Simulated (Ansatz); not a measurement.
**CoO (Fm-3m): equation of state**

One table from this session's results is given with a row withheld; the runs are named, their logs left out.

Program: Ansatz 0.2.0. Level of theory: DFT PBE, scalar-relativistic, plane waves, PAW. These are calculated values, not measurements.

Spin polarisation is switched off on purpose; where the compound carries moments, volume, stiffness and gap are then not the real material's.

## The structure to begin with

It takes space group Fm-3m (No. 225, cubic). Conventional cell: a = 4.102 Å, b = 4.102 Å, c = 4.102 Å, α = 90.00°, β = 90.00°, γ = 90.00°. Co (site symmetry m-3m) is surrounded by 6 O at 2.05 Å. O (site symmetry m-3m) has 6 Co at 2.05 Å in its first shell of neighbours.

As a file:

```cif
data_structure
_symmetry_space_group_name_H-M 'Fm-3m'
_symmetry_Int_Tables_number 225
_cell_length_a 4.1018
_cell_length_b 4.1018
_cell_length_c 4.1018
_cell_angle_alpha 90.000
_cell_angle_beta 90.000
_cell_angle_gamma 90.000
_cell_volume 69.01
loop_
_atom_site_label
_atom_site_type_symbol
_atom_site_symmetry_multiplicity
_atom_site_Wyckoff_symbol
_atom_site_fract_x
_atom_site_fract_y
_atom_site_fract_z
_atom_site_occupancy
Co1 Co 4 a 0.00000 0.00000 0.00000 1
O1 O 4 b 0.50000 0.00000 0.00000 1
```

An earlier run at PBE left this cell at 8.626 Å³/atom and 0.04 GPa (14×14×14 mesh).

Volume factors to run: 0.980, 1.020, 0.960, 1.040.

Set-up of the first run:

Contents of input.yaml:

```yaml
crystal:
  lattice:
    - [0.0, 2.0371302701, 2.0371302701]
    - [2.0371302701, 0.0, 2.0371302701]
    - [2.0371302701, 2.0371302701, 0.0]
  atoms:
    - { symbol: Co, position: [0.0, 0.0, 0.0] }
    - { symbol: O, position: [0.5, 0.5, 0.5] }
basis:
  ecutwfc: 420
  ecutrho_ratio: 4
kpoints:
  mp_grid: { grid: [14, 14, 14] }
hamiltonian:
  xc: pbe
scf:
  occupations: { method: gaussian, width: 0.05 }
output:
  forces: true
  stress: true
  eigenvalues: true
```

Launch:

```sh
$ ansatz run input.yaml --threads 1 --pin off --max-ram 2560MiB --backend cpu --events-out ev --progress --plain --runs-dir out
```

Steps of the session up to this table: Volume × 0.980; At 1.020 of the relaxed volume; At 0.960 of the relaxed volume; Scaling the volume by 1.040.

One table of the session follows, with a row left open; its other results are not shown here.

It belongs to the step «Energy and pressure against volume». 

```
volume (Å³/atom)  energy (meV/atom)  pressure (GPa)
           8.281              10.54           10.15
           8.454                  ?               ?
           8.626               0.00            0.04
           8.799               2.34           -4.22
           8.971               9.00           -8.03
```

Q: Estimate the row for volume (Å³/atom) = 8.454 from the others.

Worked estimate for «energy (meV/atom)». A straight line through the neighbours (8.281, 10.54) and (8.626, 0.00) gives 10.54 + (0.00 − 10.54) × (8.454 − 8.281) / (8.626 − 8.281) = 5.25; a parabola fitted to 3 rows on both sides gives 2.72.

As computed: energy (meV/atom): 2.54; pressure (GPa): 4.81. In «energy (meV/atom)» the line misses by +2.71 and the parabola by +0.18.
